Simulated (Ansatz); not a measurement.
# LaCl: the cost of one run

Method: DFT r²SCAN, scalar-relativistic, plane waves, PAW, in Ansatz 0.2.0.

1 further run of the same task is left out (set aside as unsound or not needed). Runs told in other sessions of the task aren't counted.

## (1) The structure to begin with

The cell holds 27 atoms (Cl14La13): a = 10.772 Å, b = 10.772 Å, c = 11.371 Å, α = 61.73°, β = 61.73°, γ = 60.00°.

Coordinates:

```xyz
27
Lattice="10.1782 -3.5258 0.0000 8.1426 7.0517 0.0000 6.1069 1.1753 9.5196" Properties=species:S:1:pos:R:3 pbc="T T T"
La   12.2139    7.0517    6.2368
La    8.1426    0.0000    6.2368
La   16.2852    0.0000    6.2368
La   12.2139    0.0000    6.2368
La   10.1782    3.5258    6.2368
La   14.2495    3.5258    6.2368
La    6.1069    1.1753    3.2828
La   10.1782    1.1753    3.2828
La   14.2495    1.1753    3.2828
La   12.2139    4.7011    3.2828
La    8.1426    4.7011    3.2828
La   16.2852    4.7011    3.2828
La   12.2139   -2.3506    3.2828
Cl   12.2139    2.3506    1.5414
Cl   16.2852    2.3506    1.5414
Cl   10.1782    5.8764    1.5414
Cl   10.1782   -1.1753    1.5414
Cl    6.1069   -1.1753    1.5414
Cl    4.0713    2.3506    1.5414
Cl    8.1426    2.3506    1.5414
Cl   12.2139    2.3506    7.9782
Cl   16.2852    2.3506    7.9782
Cl   20.3565    2.3506    7.9782
Cl   18.3208    5.8764    7.9782
Cl   14.2495    5.8764    7.9782
Cl   14.2495   -1.1753    7.9782
Cl    8.1426    2.3506    7.9782
```

The host was relaxed before at r²SCAN: a = 4.071 Å, b = 4.071 Å, c = 28.559 Å, α = 90.00°, β = 90.00°, γ = 120.00° (conventional cell), 34.163 Å³/atom.

Places, in fractions of the supercell: a vacancy on La at (0.782, 0.782, 0.655). The start keeps the symmetry of the ideal site.

## (2) The perfect crystal in the supercell of 28 atoms

File input.yaml:

```yaml
crystal:
  lattice:
    - [10.1782484994, -3.5258487066, 0.0]
    - [8.1425987995, 7.0516974132, 0.0]
    - [6.1069490997, 1.1752829022, 9.5195964621]
  atoms:
    - { symbol: La, position: [0.7816159004, 0.7816159004, 0.6551522987] }
    - { symbol: La, position: [0.0673301862, 0.9244730433, 0.6551522987] }
    - { symbol: La, position: [0.3530444719, 0.0673301862, 0.6551522987] }
    - { symbol: La, position: [0.9244730433, 0.3530444719, 0.6551522987] }
    - { symbol: La, position: [0.6387587576, 0.210187329, 0.6551522987] }
    - { symbol: La, position: [0.210187329, 0.4959016147, 0.6551522987] }
    - { symbol: La, position: [0.4959016147, 0.6387587576, 0.6551522987] }
    - { symbol: La, position: [0.2183840996, 0.2183840996, 0.3448477013] }
    - { symbol: La, position: [0.5040983853, 0.3612412424, 0.3448477013] }
    - { symbol: La, position: [0.789812671, 0.5040983853, 0.3448477013] }
    - { symbol: La, position: [0.3612412424, 0.789812671, 0.3448477013] }
    - { symbol: La, position: [0.0755269567, 0.6469555281, 0.3448477013] }
    - { symbol: La, position: [0.6469555281, 0.9326698138, 0.3448477013] }
    - { symbol: La, position: [0.9326698138, 0.0755269567, 0.3448477013] }
    - { symbol: Cl, position: [0.612695304, 0.612695304, 0.1619140879] }
    - { symbol: Cl, position: [0.8984095897, 0.7555524469, 0.1619140879] }
    - { symbol: Cl, position: [0.1841238755, 0.8984095897, 0.1619140879] }
    - { symbol: Cl, position: [0.7555524469, 0.1841238755, 0.1619140879] }
    - { symbol: Cl, position: [0.4698381612, 0.0412667326, 0.1619140879] }
    - { symbol: Cl, position: [0.0412667326, 0.3269810183, 0.1619140879] }
    - { symbol: Cl, position: [0.3269810183, 0.4698381612, 0.1619140879] }
    - { symbol: Cl, position: [0.387304696, 0.387304696, 0.8380859121] }
    - { symbol: Cl, position: [0.6730189817, 0.5301618388, 0.8380859121] }
    - { symbol: Cl, position: [0.9587332674, 0.6730189817, 0.8380859121] }
    - { symbol: Cl, position: [0.5301618388, 0.9587332674, 0.8380859121] }
    - { symbol: Cl, position: [0.2444475531, 0.8158761245, 0.8380859121] }
    - { symbol: Cl, position: [0.8158761245, 0.1015904103, 0.8380859121] }
    - { symbol: Cl, position: [0.1015904103, 0.2444475531, 0.8380859121] }
basis:
  ecutwfc: 500
  xc_grid: 3
kpoints:
  mp_grid: { grid: [3, 3, 3], shift: [0.0, 0.0, 0.0] }
hamiltonian:
  xc: r2scan
scf:
  occupations: { method: gaussian, width: 0.05 }
output:
  forces: true
  stress: true
  eigenvalues: true
  write_density: true
  write_potential: true
  elf: true
  volumetric_format: npy
```

Launch:

```console
$ ansatz run input.yaml --threads 8 --pin off --max-ram 14336MiB --backend cpu --events-out ev --progress --plain --runs-dir out
```

**Question.** How long does this run take on 8 threads of Arm Neoverse V2, shared host, and how much memory does it need?

About 24 s, with a peak of 7 GiB.
